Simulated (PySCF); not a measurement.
**InCl−: bond curves at several levels of theory**

The task here is to estimate one member of a computed series from the others.

Computed with PySCF 2.14.0. Level: In def2-TZVPPD with ECP28, Cl def2-TZVPPD, scalar-relativistic core potentials.

2 further runs of the same task are left out: 2 set aside as unsound or not needed.

Set-up of the first run:

The job is set up so:

```
atoms                         : In, Cl
charge                        : -1
basis                         : In def2-TZVPPD with ECP28, Cl def2-TZVPPD
Hamiltonian                   : scalar-relativistic core potentials
basis functions               : 107
electrons treated             : 39
masses in u                   : 114.9039, 34.9689
levels                        : PBE0, PBE, r²SCAN, PBEsol, revPBE, B2PLYP, BP86, MN15, HSE06, HF, MP2, SCS-MP2, CCSD, CCSD(T)
grid                          : 80 radial by 434 angular points
occupations                   : held fixed by the projection of orbital angular momentum
dissociation limit            : In + Cl−, each in its ground configuration
starting distance in angstrom : 2.460
values of 2S to try           : 1, 3
```

Started as:

```console
$ OMP_NUM_THREADS=2 python dia.py task.json out
```

Steps of the session up to this table: The job; First curve: PBE0; PBE; r²SCAN (meta-GGA); PBEsol (GGA); revPBE; B2PLYP; BP86 (GGA); MN15 (hybrid meta-GGA); HSE06 (range-separated hybrid); UHF (mean field); Adding correlation.

One table of the session follows, with a row left open; its other results are not shown here.

Energy (eV) from each level's lowest point:

| R (Å) | UHF | UHF-MP2 | UHF-SCS-MP2 | UHF-CCSD | UHF-CCSD(T) |
| --- | --- | --- | --- | --- | --- |
| 2.235 | 0.594 | 0.481 | 0.527 | n/a | n/a |
| 2.339 | 0.270 | 0.195 | 0.226 | 0.215 | 0.210 |
| 2.443 | 0.094 | 0.052 | 0.069 | 0.062 | 0.059 |
| 2.521 | 0.028 | 0.007 | 0.016 | 0.012 | 0.011 |
| 2.599 | 0.000 | 0.000 | 0.000 | 0.000 | 0.000 |
| 2.677 | 0.000 | 0.019 | 0.011 | 0.014 | 0.016 |
| 2.781 | ? | ? | ? | ? | ? |
| 2.911 | 0.091 | 0.158 | 0.132 | 0.143 | 0.152 |
| 3.067 | 0.184 | 0.278 | 0.242 | 0.257 | 0.271 |
| 3.275 | 0.314 | 0.439 | 0.391 | n/a | n/a |

Estimate the missing values for R (Å) = 2.781.

Worked estimate for «UHF». A straight line through the neighbours (2.677, 0.000) and (2.911, 0.091) gives 0.000 + (0.091 − 0.000) × (2.781 − 2.677) / (2.911 − 2.677) = 0.040; a parabola fitted to 4 rows on both sides gives 0.032.

**Answer.** UHF: 0.028; UHF-MP2: 0.070; UHF-SCS-MP2: 0.053; UHF-CCSD: 0.061; UHF-CCSD(T): 0.065. In «UHF» the line misses by +0.012 and the parabola by +0.004.
